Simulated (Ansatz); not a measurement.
# Ga2H2F4: one species, many methods

An exercise on one series of results from a longer session: the logs are not shown, and one member is left open.

The runs use Ansatz 0.2.0, Gaussian basis; functionals in def2-TZVPP, the program's frozen cores in correlated methods.

Levels to be run: LDA (SPW92), PBE-D4, revPBE-D4, BLYP-D4, r2SCAN-D4, B97M-V, PBE0-D4, B3LYP-D4, r2SCANh-D4, r2SCAN0-D4, HSE06-D4, BHLYP-D4, CAM-B3LYP-D4, LC-ωPBE, ωB97X-V, ωB97M-V, B2PLYP, PBE-QIDH; CCSD(T)/def2-SVP; CCSD(T)/def2-TZVPP; MP2/def2-QZVPP; extrapolation to the limit; RPA on PBE.

## The geometry

All runs share one geometry, relaxed beforehand with PBE0-D4 in a triple-zeta def2 set.

SMILES `[F][Ga@H-]1[F+][Ga@@H-]([F])[F+]1`, 8 atoms, charge 0, spin multiplicity 1.

Atoms are counted from 1 here; the program's logs count them from 0.

Bond lengths: F1–Ga2 1.736 Å, Ga2–F3 1.924 Å, Ga2–F6 1.924 Å, Ga2–H7 1.535 Å, F3–Ga4 1.924 Å, Ga4–F5 1.736 Å, Ga4–F6 1.924 Å, Ga4–H8 1.535 Å. Angles: F1–Ga2–F3 105.2°, F1–Ga2–F6 105.2°, F1–Ga2–H7 129.0°, F3–Ga2–F6 79.3°, F3–Ga2–H7 113.4°, F6–Ga2–H7 113.5°, Ga2–F3–Ga4 100.7°, F3–Ga4–F5 105.2°, F3–Ga4–F6 79.3°, F3–Ga4–H8 113.4°, F5–Ga4–F6 105.2°, F5–Ga4–H8 129.0°, F6–Ga4–H8 113.4°, Ga2–F6–Ga4 100.7°.

As a file:

```
F     2.1570   -1.3578    0.2819
Ga    1.3784    0.1763    0.5176
F     0.3524    0.4726   -1.0824
Ga   -1.4040   -0.0265   -0.4766
F    -1.6538   -1.6356   -1.0797
F    -0.3909   -0.2457    1.1439
H     1.9492    1.4664    1.1225
H    -2.3883    1.1502   -0.4272
```

The first run:

The input, in.yaml:

```yaml
crystal:
  periodic: [false, false, false]
  atoms:
    - {symbol: F, position_ang: [2.156956, -1.357817, 0.281869]}
    - {symbol: Ga, position_ang: [1.378424, 0.176315, 0.517603]}
    - {symbol: F, position_ang: [0.352411, 0.472590, -1.082399]}
    - {symbol: Ga, position_ang: [-1.403969, -0.026494, -0.476608]}
    - {symbol: F, position_ang: [-1.653753, -1.635559, -1.079744]}
    - {symbol: F, position_ang: [-0.390932, -0.245668, 1.143937]}
    - {symbol: H, position_ang: [1.949168, 1.466408, 1.122526]}
    - {symbol: H, position_ang: [-2.388306, 1.150225, -0.427194]}
basis:
  gaussian: {orbitals: def2-TZVPP}
hamiltonian: {xc: lda}
output: {orbitals: {seedname: orbitals}}
```

Launch:

```console
$ ansatz run in.yaml --threads 4 --pin off --events-out ev --progress --plain --max-ram 11315MiB
```

Steps of the session up to this table: LDA; PBE-D4 (GGA); revPBE-D4 (GGA); BLYP-D4 (GGA); r2SCAN-D4 (meta-GGA); B97M-V (meta-GGA); PBE0-D4 (hybrid); B3LYP-D4 (hybrid); r2SCANh-D4 (hybrid); r2SCAN0-D4 (hybrid); HSE06-D4 (hybrid); BHLYP-D4 (hybrid); CAM-B3LYP-D4 (range-separated); LC-ωPBE (range-separated); ωB97X-V (range-separated); ωB97M-V (range-separated); B2PLYP (double hybrid); PBE-QIDH (double hybrid).

One table of the session follows, with a row left open; its other results are not shown here.

It belongs to the step «Orbital energies across the functionals». 

```
  functional  HOMO (eV)  gap (eV)
 LDA (SPW92)      -8.84      6.77
      PBE-D4      -8.64      6.88
   revPBE-D4      -8.56      6.95
     BLYP-D4      -8.58      6.82
   r2SCAN-D4      -9.08      7.71
      B97M-V      -9.19      7.55
     PBE0-D4     -10.33      9.61
    B3LYP-D4     -10.11      8.99
  r2SCANh-D4      -9.72      8.70
  r2SCAN0-D4          ?         ?
    HSE06-D4      -9.92      8.82
    BHLYP-D4     -11.84     11.92
CAM-B3LYP-D4     -11.82     12.03
     LC-ωPBE     -13.14     14.63
     ωB97X-V     -12.80     14.12
     ωB97M-V     -12.66     13.67
```

Estimate the missing values for r2SCAN0-D4.

Worked estimate for «HOMO (eV)». Against the share of exact exchange, r2SCAN-D4 (0, -9.08), r2SCANh-D4 (0.1, -9.72) give a slope of -6.40 per unit share; at 0.25 the line stands at -10.68.

The run gave: HOMO (eV): -10.62; gap (eV): 10.14. In «HOMO (eV)» the line misses by -0.06.
